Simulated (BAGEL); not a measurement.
# [BNH4O2]+ (SMILES [NH2+]B(O)O) at ROHF/6-31G(d) (density fitting with qzvpp-jkfit, spherical functions)

Aim: the energy change on altering one bond length of [BNH4O2]+ at ROHF/6-31G* (density fitting with qzvpp-jkfit, spherical functions), from 2 runs. 

The calculation is run with BAGEL 1.2.2.

6 further runs of the same task are left out: 4 that didn't finish, 2 set aside as unsound or not needed.

**1. Starting point**

The species is [BNH4O2]+ (8 atoms), meant as a doublet with charge +1. SMILES: `[NH2+]B(O)O`. The coordinates come from a GFN2-xTB relaxation. This is one conformer, not always the lowest.

Bond lengths: N1–B2 1.463 Å, B2–O3 1.330 Å, B2–O4 1.344 Å, N1–H5 1.017 Å, N1–H6 1.015 Å, O3–H7 0.961 Å, O4–H8 0.966 Å. Angles: N1–B2–O3 124.2°, N1–B2–O4 112.7°, O3–B2–O4 123.0°, B2–N1–H5 119.2°, B2–N1–H6 126.2°, B2–O3–H7 126.5°, B2–O4–H8 120.6°, H5–N1–H6 114.5°.

**2. The energy at ROHF/6-31G(d) (density fitting with qzvpp-jkfit, spherical functions)**

File calc.json:

```json
{ "bagel": [

{
  "title": "molecule",
  "basis": "6-31gs.json",
  "df_basis": "qzvpp-jkfit",
  "angstrom": true,
  "geometry": [
    { "atom": "N", "xyz": [   -0.570470,    1.019260,   -0.132130 ] },
    { "atom": "B", "xyz": [    0.081700,   -0.277950,    0.047760 ] },
    { "atom": "O", "xyz": [    1.375800,   -0.500400,   -0.162470 ] },
    { "atom": "O", "xyz": [   -0.769100,   -1.234940,    0.457390 ] },
    { "atom": "H", "xyz": [   -1.564340,    1.106590,    0.063170 ] },
    { "atom": "H", "xyz": [   -0.122090,    1.880450,   -0.429380 ] },
    { "atom": "H", "xyz": [    2.024690,    0.141740,   -0.461290 ] },
    { "atom": "H", "xyz": [   -0.456180,   -2.134760,    0.616960 ] }
  ]
},
{
  "title": "rohf",
  "charge": 1,
  "nopen": 1
},
{
  "title": "print",
  "file": "orbitals.molden",
  "orbitals": true
}

]}
```

The basis set 6-31G* is read from a file made from the Basis Set Exchange's data (not shown).

Command:

```
BAGEL_NUM_THREADS=1 BAGEL calc.json > calc.out
```

Output:

```text
* using 1 threads per process

  ===============================================================
  ===============================================================

  *** Geometry ***

  { "atom" : "N", "xyz" : [     -1.078032,      1.926122,     -0.249690 ] },
  { "atom" : "B", "xyz" : [      0.154391,     -0.525249,      0.090253 ] },
  { "atom" : "O", "xyz" : [      2.599885,     -0.945619,     -0.307024 ] },
  { "atom" : "O", "xyz" : [     -1.453388,     -2.333698,      0.864342 ] },
  { "atom" : "H", "xyz" : [     -2.956174,      2.091152,      0.119374 ] },
  { "atom" : "H", "xyz" : [     -0.230717,      3.553535,     -0.811411 ] },
  { "atom" : "H", "xyz" : [      3.826110,      0.267850,     -0.871712 ] },
  { "atom" : "H", "xyz" : [     -0.862055,     -4.034112,      1.165885 ] },

  Number of auxiliary basis functions:      378

  Since a DF basis is specified, we compute 2- and 3-index integrals:
    o Being stored without compression. Storage requirement is 0.012 GB

  Number of basis functions:       64
  Number of electrons      :       32

    * METHOD: MOLECULE                             0.12

  *** Open-shell HF ***

  === Nuclear Repulsion ===
   116.7431987763

      * DIIS with orbital gradients will be used.

  === ROHF iteration (6-31gs.json) ===
      0       -230.78211227          0.05527228           0.05
      1       -230.94538816          0.03232455           0.05
      2       -230.98830875          0.01960262           0.05
      3       -231.01336908          0.00116500           0.05
      4       -231.01358349          0.00026383           0.05
      5       -231.01364284          0.00009821           0.05
      6       -231.01365076          0.00002770           0.05
      7       -231.01365659          0.00001211           0.05
      8       -231.01365702          0.00000436           0.05
      9       -231.01365719          0.00000130           0.05
     10       -231.01365718          0.00000063           0.05
     11       -231.01365718          0.00000037           0.05
     12       -231.01365718          0.00000020           0.05
     13       -231.01365718          0.00000009           0.05
     14       -231.01365718          0.00000003           0.05
     15       -231.01365718          0.00000001           0.05
     16       -231.01365718          0.00000000           0.05
    * SCF iteration converged.

    * S^2 (ROHF) is 0.7500

    * Permanent dipole moment:
           (    0.310078,    -2.092202,     0.441993) a.u.

    * METHOD: ROHF                                 0.98

    * METHOD: PRINT                                0.01

  ===============================================================
```

Run time: 1.3 s. Hardware: 1 thread of Arm Neoverse V2, shared host; peak memory 0.081 GiB.

**3. The distorted shape at the same level**

File calc.json:

```json
{ "bagel" : [

{
  "title" : "molecule",
  "basis" : "6-31gs.json",
  "df_basis" : "qzvpp-jkfit",
  "angstrom" : true,
  "geometry" : [
    { "atom" : "N", "xyz" : [   -0.073488,    0.975591,   -0.229789 ] },
    { "atom" : "B", "xyz" : [    0.578682,   -0.321619,   -0.049899 ] },
    { "atom" : "O", "xyz" : [    1.872782,   -0.544069,   -0.260129 ] },
    { "atom" : "O", "xyz" : [   -0.272118,   -1.278609,    0.359731 ] },
    { "atom" : "H", "xyz" : [   -1.564340,    1.106590,    0.063170 ] },
    { "atom" : "H", "xyz" : [    0.374892,    1.836781,   -0.527039 ] },
    { "atom" : "H", "xyz" : [    2.521672,    0.098071,   -0.558949 ] },
    { "atom" : "H", "xyz" : [    0.040802,   -2.178429,    0.519301 ] }
  ]
},
{ "title" : "rohf", "charge" : 1, "nopen" : 1 },
{ "title" : "print", "file" : "orbitals.molden", "orbitals" : true }

]}
```

The basis set 6-31G* is read from a file made from the Basis Set Exchange's data (not shown).

Command:

```
BAGEL_NUM_THREADS=1 BAGEL calc.json > calc.out
```

Output:

```text
* using 1 threads per process

  ===============================================================
  ===============================================================

  *** Geometry ***

  { "atom" : "N", "xyz" : [     -0.138872,      1.843600,     -0.434238 ] },
  { "atom" : "B", "xyz" : [      1.093550,     -0.607772,     -0.094295 ] },
  { "atom" : "O", "xyz" : [      3.539045,     -1.028141,     -0.491573 ] },
  { "atom" : "O", "xyz" : [     -0.514228,     -2.416221,      0.679793 ] },
  { "atom" : "H", "xyz" : [     -2.956174,      2.091152,      0.119374 ] },
  { "atom" : "H", "xyz" : [      0.708443,      3.471013,     -0.995959 ] },
  { "atom" : "H", "xyz" : [      4.765269,      0.185327,     -1.056261 ] },
  { "atom" : "H", "xyz" : [      0.077105,     -4.116634,      0.981337 ] },

  Number of auxiliary basis functions:      378

  Since a DF basis is specified, we compute 2- and 3-index integrals:
    o Being stored without compression. Storage requirement is 0.012 GB

  Number of basis functions:       64
  Number of electrons      :       32

    * METHOD: MOLECULE                             0.12

  *** Open-shell HF ***

  === Nuclear Repulsion ===
   114.9418551074

      * DIIS with orbital gradients will be used.

  === ROHF iteration (6-31gs.json) ===
      0       -230.68615631          0.05494785           0.05
      1       -230.85392478          0.03213228           0.05
      2       -230.89774314          0.01936540           0.05
      3       -230.92232533          0.00129073           0.05
      4       -230.92256846          0.00040572           0.05
      5       -230.92262049          0.00011182           0.05
      6       -230.92262861          0.00002347           0.05
      7       -230.92263196          0.00000978           0.05
      8       -230.92263246          0.00000276           0.05
      9       -230.92263260          0.00000135           0.05
     10       -230.92263261          0.00000057           0.05
     11       -230.92263261          0.00000035           0.05
     12       -230.92263260          0.00000021           0.05
     13       -230.92263260          0.00000008           0.05
     14       -230.92263260          0.00000004           0.05
     15       -230.92263260          0.00000003           0.05
     16       -230.92263260          0.00000001           0.05
     17       -230.92263260          0.00000001           0.05
    * SCF iteration converged.

    * S^2 (ROHF) is 0.7500

    * Permanent dipole moment:
           (    0.798038,    -2.166017,     0.353404) a.u.

    * METHOD: ROHF                                 1.02

    * METHOD: PRINT                                0.01

  ===============================================================
```

Wall time 1.3 s (1 thread of Arm Neoverse V2, shared host); peak memory 0.081 GiB.

**4. Results**

At ROHF/6-31G* (density fitting with qzvpp-jkfit, spherical functions):

```
                                                         quantity          value
                                        first shape: total energy  -231.01366 Eh
                                                first shape: ⟨S²⟩          0.750
                                    distorted shape: total energy  -230.92263 Eh
                                            distorted shape: ⟨S²⟩          0.750
energy change with the N1–H5 bond stretched from 1.017 to 1.525 Å       2.477 eV
```

In words: With the N1–H5 bond stretched from 1.017 to 1.525 Å the energy rises by 2.48 eV (57 kcal/mol). The first shape isn't relaxed at this level, so the change isn't measured from a minimum.
